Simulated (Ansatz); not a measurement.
What does this script print? It uses Ansatz 0.2.0, Python API.

Contents of `alau_alau.vasp`:
```text
AlAu
1.0
   3.22394200    0.00000000    0.00000000
   0.00000000    3.22394200    0.00000000
   0.00000000    0.00000000    3.22394200
Al Au
1 1
Direct
   0.00000000    0.00000000    0.00000000
   0.50000000    0.50000000    0.50000000
```

The script reads `alau_al.cif`:
```cif
data_Al
_cell_length_a 2.863507
_cell_length_b 2.863507
_cell_length_c 2.863507
_cell_angle_alpha 60.00000
_cell_angle_beta 60.00000
_cell_angle_gamma 60.00000
_symmetry_space_group_name_H-M 'P 1'
_symmetry_Int_Tables_number 1
loop_
_symmetry_equiv_pos_as_xyz
'x, y, z'
loop_
_atom_site_label
_atom_site_type_symbol
_atom_site_fract_x
_atom_site_fract_y
_atom_site_fract_z
Al1 Al    0.000000    0.000000    0.000000
```

`alau_au.vasp`
```text
Au
1.0
   0.00000000    2.03500000    2.03500000
   2.03500000    0.00000000    2.03500000
   2.03500000    2.03500000    0.00000000
Au
1
Direct
   0.00000000    0.00000000    0.00000000
```

`formation_alau.py`:
```python
# -*- coding: utf-8 -*-
"""Is AlAu bound against its elements, after relaxing atoms and volume at fixed cell shape."""

from collections import Counter
import warnings

import ansatz as az
from ase.io import read
import numpy as np


def solve(name, crystal):
    calc = (
        crystal.calculation()
        .functional("LDA")
        .scf(tolerance=1e-07, max_iterations=60)
        .basis(520)  # plane waves up to this kinetic energy
        .kpoints(spacing=0.3)  # sampling of the Brillouin zone
        .occupations("cold", width=0.05)
        .stress()
    )
    calc = calc.relax(force_tolerance=0.01, fix_cell=["shape"])
    return calc.run(threads=1)


def counts(outcome):
    return Counter(site.symbol for site in outcome.lattice.sites)

def formation_energy(outcome, mu):
    n = counts(outcome)
    return (outcome.report["energy_sigma0_ev"] - sum(k * mu[element] for element, k in n.items())) / sum(n.values())


def volume_per_atom(outcome):
    return abs(np.linalg.det(outcome.lattice.cell_ang)) / len(outcome.lattice.sites)

warnings.simplefilter("ignore")

phases = {}
atoms = read("alau_alau.vasp", format="vasp")
alau = az.Crystal.from_ase(atoms)
phases["AlAu"] = alau
atoms = read("alau_al.cif")
al = az.Crystal.from_ase(atoms)
phases["Al"] = al
atoms = read("alau_au.vasp", format="vasp")
au = az.Crystal.from_ase(atoms)
phases["Au"] = au

done = {}
for name, crystal in phases.items():
    done[name] = solve(name, crystal)
    print(f"{name}: {done[name].report['energy_sigma0_ev']:.4f} eV, {len(done[name].lattice.sites)} atoms")

# energy of one atom in its reference phase
references = {"Al": "Al", "Au": "Au"}
mu = {element: done[name].report["energy_sigma0_ev"] / len(done[name].lattice.sites) for element, name in references.items()}

target = done["AlAu"]
heat = formation_energy(target, mu)
for element, value in mu.items():
    print(f"mu({element}) = {value:.4f} eV from {references[element]}, {volume_per_atom(done[references[element]]):.2f} A^3/atom")
print(f"formation energy of AlAu: {heat:.4f} eV/atom = {96.4853 * heat:.1f} kJ/mol of atoms")
```

```console
$ python formation_alau.py
AlAu: -13378.4616 eV, 2 atoms
Al: -512.8460 eV, 1 atoms
Au: -12864.9796 eV, 1 atoms
mu(Al) = -512.8460 eV from Al, 15.89 A^3/atom
mu(Au) = -12864.9796 eV from Au, 16.57 A^3/atom
formation energy of AlAu: -0.3180 eV/atom = -30.7 kJ/mol of atoms
```

The formation energy is -0.318 eV an atom (-30.7 kJ per mole of atoms), so AlAu lies below the reference phases.

Caveats:
- The settings weren't tested for convergence.
- For the metals among these phases the mesh is modest: differences between phases can be off by up to 40 meV an atom.
- The program warned that this SCF threshold is loose for forces or stresses.
- Atoms and volume are relaxed with the cell's shape held, which in cells of lower than cubic symmetry can hide stresses and shift volumes.
- Spin-orbit coupling, which matters for elements this heavy, is left out.
- The cells come from databases of deposited and of computed structures, and not all need be stable phases.
- The compound is the structure given, not necessarily its lowest; energies are at zero temperature, with no correction for gases. A semilocal functional's error on such energies is often 0.05 to 0.1 eV an atom, and 0.1 to 0.3 eV against gases such as O2 or F2.
- The script silences warnings, which a real study should read.
- The whole script took 10 s on 1 thread of Arm Neoverse V1, with other jobs on the host, peak memory 0.41 GiB.

(A comment or docstring line of the script was reworded after the run, the code is as it ran.)
